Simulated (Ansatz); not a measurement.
# C3H9OV: the cost of one run

Program: Ansatz 0.2.0, Gaussian basis. Level of theory: the settings change from run to run. These are calculated values, not measurements.

## (1) The geometry

An earlier PBE0-D4 in a triple-zeta def2 set relaxation fixed the geometry.

SMILES `[CH3][V]([CH3])([CH3])=[O]`, 14 atoms, charge 0, spin multiplicity 1.

Atoms are counted from 1 here; the program's logs count them from 0.

Bond lengths: C1–V2 2.004 Å, C1–H6 1.096 Å, C1–H7 1.093 Å, C1–H8 1.093 Å, V2–C3 2.004 Å, V2–C4 2.004 Å, V2–O5 1.555 Å, C3–H9 1.093 Å, C3–H10 1.096 Å, C3–H11 1.093 Å, C4–H12 1.096 Å, C4–H13 1.093 Å, C4–H14 1.094 Å. Angles: V2–C1–H6 108.2°, V2–C1–H7 109.7°, V2–C1–H8 110.1°, H6–C1–H7 109.9°, H6–C1–H8 110.0°, H7–C1–H8 108.9°, C1–V2–C3 111.6°, C1–V2–C4 111.6°, C1–V2–O5 107.2°, C3–V2–C4 111.7°, C3–V2–O5 107.2°, C4–V2–O5 107.2°, V2–C3–H9 109.9°, V2–C3–H10 108.2°, V2–C3–H11 109.8°, H9–C3–H10 110.0°, H9–C3–H11 108.9°, H10–C3–H11 110.0° and more.

As a file:

```mol
C3H9OV
  3D, bonds by distance, orders not assigned

 14 13  0  0  0  0  0  0  0  0999 V2000
   -1.5017    1.1917    0.0025 C   0  0
    0.2601    0.2756   -0.2705 V   0  0
    1.2485    0.0460    1.4580 C   0  0
    0.0439   -1.4675   -1.2362 C   0  0
    1.1239    1.1992   -1.1754 O   0  0
   -2.1304    0.5452    0.6250 H   0  0
   -1.3449    2.1518    0.5018 H   0  0
   -1.9864    1.3690   -0.9611 H   0  0
    1.3981    1.0187    1.9341 H   0  0
    0.6524   -0.6021    2.1101 H   0  0
    2.2244   -0.4097    1.2699 H   0  0
   -0.5269   -2.1467   -0.5933 H   0  0
    1.0217   -1.8996   -1.4633 H   0  0
   -0.4957   -1.3008   -2.1729 H   0  0
  1  2  8  0
  2  3  8  0
  2  4  8  0
  2  5  8  0
  1  6  8  0
  1  7  8  0
  1  8  8  0
  3  9  8  0
  3 10  8  0
  3 11  8  0
  4 12  8  0
  4 13  8  0
  4 14  8  0
M  END
```

## (2) wPBEh/cc-pVTZ-DK

Options: charge +1, multiplicity 2, coordinates scaled by 1.12.

Contents of in.yaml:

```yaml
crystal:
  periodic: [false, false, false]
  atoms:
    - {symbol: C, position_ang: [-1.681861, 1.334686, 0.002810]}
    - {symbol: V, position_ang: [0.291367, 0.308630, -0.303015]}
    - {symbol: C, position_ang: [1.398333, 0.051494, 1.632982]}
    - {symbol: C, position_ang: [0.049115, -1.643559, -1.384585]}
    - {symbol: O, position_ang: [1.258719, 1.343136, -1.316449]}
    - {symbol: H, position_ang: [-2.386011, 0.610664, 0.700014]}
    - {symbol: H, position_ang: [-1.506252, 2.410024, 0.561971]}
    - {symbol: H, position_ang: [-2.224806, 1.533241, -1.076395]}
    - {symbol: H, position_ang: [1.565913, 1.140978, 2.166194]}
    - {symbol: H, position_ang: [0.730729, -0.674357, 2.363358]}
    - {symbol: H, position_ang: [2.491321, -0.458894, 1.422271]}
    - {symbol: H, position_ang: [-0.590131, -2.404353, -0.664454]}
    - {symbol: H, position_ang: [1.144283, -2.127526, -1.638887]}
    - {symbol: H, position_ang: [-0.555165, -1.456869, -2.433672]}
basis:
  gaussian: {orbitals: cc-pVTZ-DK}
total_charge: 1
magnetization: {spin_polarized: true, initial_magnetization: 1}
hamiltonian: {xc: {name: wPBEh}}
```

Command:

```bash
ansatz run in.yaml --threads 4 --pin off --events-out ev --progress --plain --max-ram 11315MiB
```

**Question.** How long does this run take on 4 threads of AMD EPYC 9R45, shared host, and how much memory does it need?

About 57 s, with a peak of 2.1 GiB.
